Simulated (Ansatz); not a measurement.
# FH9O2Si2: the cost of one run

All numbers below are computed with Ansatz 0.2.0 (RKS PBE/6-31G*).

## (1) The starting structure

Bond lengths: Si1–O3 1.635 Å, O3–Si4 1.615 Å, Si1–H5 1.449 Å, Si1–H6 1.446 Å, Si1–F8 2.004 Å, Si4–H11 1.462 Å, Si4–H12 1.462 Å, Si4–H13 1.463 Å, O10–H14 0.959 Å. Angles: Si1–O3–Si4 166.3°, O3–Si1–H5 99.3°, O3–Si1–H6 101.7°, O3–Si1–F8 171.6°, H5–Si1–H6 134.3°, H5–Si1–F8 82.6°, H6–Si1–F8 82.4°, O3–Si4–H11 107.1°, O3–Si4–H12 105.8°, O3–Si4–H13 108.0°, H11–Si4–H12 112.3°, H11–Si4–H13 111.5°, H12–Si4–H13 111.8°.

Coordinates:

```xyz
14

Si    0.1247    0.6384    0.6592
H     0.0404   -1.1369    0.0707
O    -0.0942    1.2744   -0.8309
Si   -0.6089    1.6585   -2.3130
H     1.5167    0.9854    0.8596
H    -1.1119    1.0004    1.3162
H     0.3376   -1.5950    2.2293
F     0.4090   -0.4006    2.3486
H     0.1233   -1.9760    0.5756
O     0.2905   -2.7062    1.6137
H    -1.6314    2.6925   -2.1588
H     0.5693    2.1450   -3.0289
H    -1.1578    0.4500   -2.9288
H     1.1926   -3.0298    1.5874
```

## (2) A restrained relaxation towards end A

Springs on the bonds that form and break draw the guess towards this end; the thresholds are loose.

The input, input.yaml:

```yaml
crystal:
  periodic: [false, false, false]
  atoms:
    - { symbol: Si, position_ang: [0.1247, 0.6384, 0.6592] }
    - { symbol: H, position_ang: [0.0404, -1.1369, 0.0707] }
    - { symbol: O, position_ang: [-0.0942, 1.2744, -0.8309] }
    - { symbol: Si, position_ang: [-0.6089, 1.6585, -2.313] }
    - { symbol: H, position_ang: [1.5167, 0.9854, 0.8596] }
    - { symbol: H, position_ang: [-1.1119, 1.0004, 1.3162] }
    - { symbol: H, position_ang: [0.3376, -1.595, 2.2293] }
    - { symbol: F, position_ang: [0.409, -0.4006, 2.3486] }
    - { symbol: H, position_ang: [0.1233, -1.976, 0.5756] }
    - { symbol: O, position_ang: [0.2905, -2.7062, 1.6137] }
    - { symbol: H, position_ang: [-1.6314, 2.6925, -2.1588] }
    - { symbol: H, position_ang: [0.5693, 2.145, -3.0289] }
    - { symbol: H, position_ang: [-1.1578, 0.45, -2.9288] }
    - { symbol: H, position_ang: [1.1926, -3.0298, 1.5874] }
basis:
  gaussian: { orbitals: "6-31G*" }
hamiltonian:
  xc: pbe
relax:
  f_tol: 0.15
  max_steps: 25
  restrain:
    - { distance: [0, 7], at: 2.98, k: 30.0 }
    - { distance: [6, 9], at: 2.27, k: 30.0 }
    - { distance: [8, 1], at: 1.92, k: 30.0 }
    - { distance: [0, 1], at: 1.42, k: 30.0 }
    - { distance: [6, 7], at: 0.88, k: 30.0 }
    - { distance: [8, 9], at: 0.97, k: 30.0 }
```

Command:

```bash
> ansatz run input.yaml --threads 2 --pin off --max-ram 3072MiB --backend cpu --events-out ev --progress --plain --runs-dir out
```

**Question.** How long does this run take on 2 threads of Arm Neoverse V2, shared host, and how much memory does it need?

About 29 s, with a peak of 0.14 GiB.
